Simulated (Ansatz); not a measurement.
# BaTiO3: the cost of one run

Program: Ansatz 0.2.0. Level of theory: DFT PBE, scalar-relativistic, plane waves, PAW. These are calculated values, not measurements.

The COD entry's cell or inner coordinates are ideal or old and differ from later refinements, so a difference from it is no clean test against experiment.

### Step 1. The starting structure

It takes space group P4mm (No. 99, tetragonal). The conventional cell has a = 3.985 Å, b = 3.985 Å, c = 4.202 Å, α = 90.00°, β = 90.00°, γ = 90.00°. Around Ba (site symmetry 4mm) lie 12 O at 2.80 to 2.99 Å. Ti (site symmetry 4mm) is surrounded by 5 O at 1.81 to 2.00 Å. O (site symmetry 4mm) has 1 Ti at 1.81 Å as nearest neighbours. O (site symmetry 2mm) has 2 Ti at 2.00 Å and 2 Ba at 2.80 Å as nearest neighbours.

As a file:

```
CELL_PARAMETERS angstrom
3.98521 0.00000 0.00000
0.00000 3.98521 0.00000
0.00000 0.00000 4.20222
ATOMIC_POSITIONS crystal
Ba 0.00000 0.00000 0.98926
Ti 0.50000 0.50000 0.47206
O 0.50000 0.50000 0.04090
O 0.50000 0.00000 0.52039
O 0.00000 0.50000 0.52039
```

An earlier run at PBE left this cell at 13.348 Å³/atom and 0.00 GPa (6×6×6 mesh).

Volume factors to run: 0.980, 1.020, 0.960, 1.040.

### Step 2. Volume × 0.980

The input, input.yaml:

```yaml
crystal:
  lattice:
    - [3.9584677695, 0.0, 0.0]
    - [0.0, 3.9584677695, 0.0]
    - [0.0, 0.0, 4.1740130449]
  atoms:
    - { symbol: Ba, position: [0.0, 0.0, -0.0107368002] }
    - { symbol: Ti, position: [0.5, 0.5, 0.4720555292] }
    - { symbol: O, position: [0.5, 0.5, 0.0408967271] }
    - { symbol: O, position: [0.5, 0.0, 0.520392272] }
    - { symbol: O, position: [0.0, 0.5, 0.520392272] }
basis:
  ecutwfc: 420
  ecutrho_ratio: 4
kpoints:
  mp_grid: { grid: [6, 6, 6] }
hamiltonian:
  xc: pbe
scf:
  occupations: { method: gaussian, width: 0.05 }
output:
  forces: true
  stress: true
  eigenvalues: true
relax:
  f_tol: 0.01
  max_steps: 40
  cell: { stress_tol: 0.1, fix: [volume] }
```

Run with:

```
$ ansatz run input.yaml --threads 2 --pin off --max-ram 5120MiB --backend cpu --events-out ev --progress --plain --runs-dir out
```

Q: Estimate wall time and peak memory on 2 threads of Arm Neoverse V1, shared host.

About 31 s, with a peak of 0.37 GiB.
